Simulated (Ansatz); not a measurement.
# CH₅AlFN: how energies converge with the basis set

One table from this session's results is given with a row withheld; the runs are named, their logs left out.

Computed with Ansatz 0.2.0, Gaussian basis. Level: one geometry, several basis sets.

The runs, in order: PBE0-D4/def2-SVP; ωB97M-V/def2-SVP; PBE0-D4/def2-QZVPP; ωB97M-V/def2-QZVPP; the functionals' def2-TZVPP values are taken from earlier runs.

## Structure used throughout

All runs share one geometry, relaxed beforehand with PBE0-D4 in a triple-zeta def2 set.

9 atoms, charge 0, spin multiplicity 1.

Atoms are counted from 1 here; the program's logs count them from 0.

Bond lengths: N1–C2 1.285 Å, N1–H5 1.014 Å, N1–H6 1.022 Å, C2–Al4 2.083 Å, C2–H7 1.093 Å, F3–Al4 1.676 Å, Al4–H8 1.598 Å, Al4–H9 1.629 Å. Angles: C2–N1–H5 125.1°, C2–N1–H6 116.8°, H5–N1–H6 118.1°, N1–C2–Al4 113.7°, N1–C2–H7 113.0°, Al4–C2–H7 133.2°, C2–Al4–F3 105.6°, C2–Al4–H8 106.0°, C2–Al4–H9 92.4°, F3–Al4–H8 116.5°, F3–Al4–H9 114.6°, H8–Al4–H9 117.5°.

As a file:

```xyz
9
CH5AlFN
N    -0.14557    1.17443   -0.84978
C     0.44949    0.04153   -0.73307
F     1.37018   -1.21992    1.83213
Al   -0.06487   -1.00183    0.99433
H    -0.05508    1.80182   -1.64120
H    -0.75886    1.45350   -0.08081
H     1.09395   -0.19198   -1.58458
H    -0.81136   -2.32669    0.50370
H    -0.98929    0.22293    1.54219
```

Set-up of the first run:

Contents of in.yaml:

```yaml
crystal:
  periodic: [false, false, false]
  atoms:
    - {symbol: N, position_ang: [-0.145567, 1.174434, -0.849780]}
    - {symbol: C, position_ang: [0.449492, 0.041531, -0.733072]}
    - {symbol: F, position_ang: [1.370181, -1.219917, 1.832129]}
    - {symbol: Al, position_ang: [-0.064868, -1.001830, 0.994327]}
    - {symbol: H, position_ang: [-0.055079, 1.801822, -1.641204]}
    - {symbol: H, position_ang: [-0.758858, 1.453501, -0.080811]}
    - {symbol: H, position_ang: [1.093950, -0.191981, -1.584575]}
    - {symbol: H, position_ang: [-0.811356, -2.326688, 0.503695]}
    - {symbol: H, position_ang: [-0.989294, 0.222928, 1.542192]}
basis:
  gaussian: {orbitals: def2-SVP}
hamiltonian: {xc: pbe0, dispersion: d4}
output: {orbitals: {seedname: orbitals}}
```

On the command line:

```console
> ansatz run in.yaml --threads 2 --pin off --events-out ev --progress --plain --max-ram 4352MiB
```

Among the steps run: PBE0-D4 in def2-SVP; ωB97M-V in def2-SVP; PBE0-D4 in def2-QZVPP; ωB97M-V in def2-QZVPP.

One table of the session follows, with a row left open; its other results are not shown here.

It belongs to the step «Density functionals: the series». 

```
functional       basis  HOMO (eV)  LUMO (eV)
   PBE0-D4    def2-SVP      -7.24      -2.35
   PBE0-D4  def2-TZVPP      -7.37      -2.43
   PBE0-D4  def2-QZVPP      -7.39      -2.47
   ωB97M-V    def2-SVP      -9.40       0.03
   ωB97M-V  def2-TZVPP      -9.58      -0.14
   ωB97M-V  def2-QZVPP          ?          ?
```

**Question.** Estimate the row for ωB97M-V, def2-QZVPP.

The run gave: HOMO (eV): -9.61; LUMO (eV): -0.21. In the column «HOMO (eV)» it is the lowest.
